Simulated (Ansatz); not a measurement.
# CH2BrNSi: vertical spin-state energies, by script

Which spin state of CH2BrNSi lies lowest at this geometry? Aim: vertical spin-state energies, for CH2BrNSi, run from a script.

Program: the Python package of Ansatz 0.2.0. Level of theory: CAM-B3LYP/6-31G*. These are calculated values, not measurements.

## Step 1: The structure

Bond lengths: N1–C2 1.218 Å, C2–Si3 1.888 Å, Si3–Br4 2.120 Å, Si3–H5 1.512 Å, Si3–H6 1.508 Å. Angles: N1–C2–Si3 178.4°, C2–Si3–Br4 111.1°, C2–Si3–H5 110.4°, C2–Si3–H6 111.2°, Br4–Si3–H5 107.8°, Br4–Si3–H6 109.6°, H5–Si3–H6 106.7°.

The script holds or builds the structure itself.

## Step 2: The code

run_spin.py reads:

```python
"""Gap between spin states of CH2BrNSi at one geometry."""

import ansatz as az

geometry_ang = [
    ("N", (0.7197, -2.3249, 0.8863)),
    ("C", (0.3976, -1.221, 0.4855)),
    ("Si", (-0.0497, 0.501, -0.1465)),
    ("Br", (-1.9568, 0.5033, -1.0725)),
    ("H", (0.9615, 0.9648, -1.1702)),
    ("H", (-0.0303, 1.5128, 0.9712)),
]
ch2brnsi = az.Crystal.molecule()
for symbol, xyz in geometry_ang:
    ch2brnsi = ch2brnsi.atom(symbol, xyz)

model = (
    ch2brnsi.calculation()
    .basis(gaussian="6-31G*")  # the orbital basis, by name
    .functional("CAM-B3LYP")
)
found = {}
for unpaired in [0, 2]:
    data = model.spin("collinear", total=unpaired).run(threads=1, backend="cpu").report
    s = unpaired / 2
    found[unpaired] = data["free_energy_ev"]
    print(f"2S+1 = {unpaired + 1}: E = {found[unpaired]:.5f} eV, <S^2> = {abs(data['mean_field']['state']['spin_squared']):.3f} (pure state {s * (s + 1):.2f})")
lowest = min(found, key=found.get)
for unpaired, e in found.items():
    print(f"multiplicity {unpaired + 1}: {(e - found[lowest]):.3f} eV above the lowest")
```

## Step 3: What the engine is handed

The engine receives this input (first run):

```yaml
crystal:
  periodic: [false, false, false]
  atoms:
    - { symbol: "N", position_ang: [0.7197, -2.3249, 0.8863] }
    - { symbol: C, position_ang: [0.3976, -1.221, 0.4855] }
    - { symbol: Si, position_ang: [-0.0497, 0.501, -0.1465] }
    - { symbol: Br, position_ang: [-1.9568, 0.5033, -1.0725] }
    - { symbol: H, position_ang: [0.9615, 0.9648, -1.1702] }
    - { symbol: H, position_ang: [-0.0303, 1.5128, 0.9712] }
basis:
  gaussian:
    orbitals: "6-31G*"
hamiltonian:
  xc: cam_b3lyp
magnetization:
  spin_polarized: true
  initial_magnetization: 0.0
```

## Step 4: Launch

Started as:

```bash
python run_spin.py
```

**Question.** Which spin state is lowest at this geometry, and how far above lie the others?

The runs gave:

| quantity | value |
| --- | --- |
| runs compared | 2 |
| lowest | run 1 (2S+1 = 1) |
| next above it by | 5.169 eV |

What this shows: In order: multiplicity 1 (+0.00 eV) and multiplicity 3 (+5.17 eV), all at the one geometry. The geometry is a force-field or estimated start, not a minimum of this method, and the basis set is short of its limit. All parts are taken at fixed geometry, without zero-point energy.
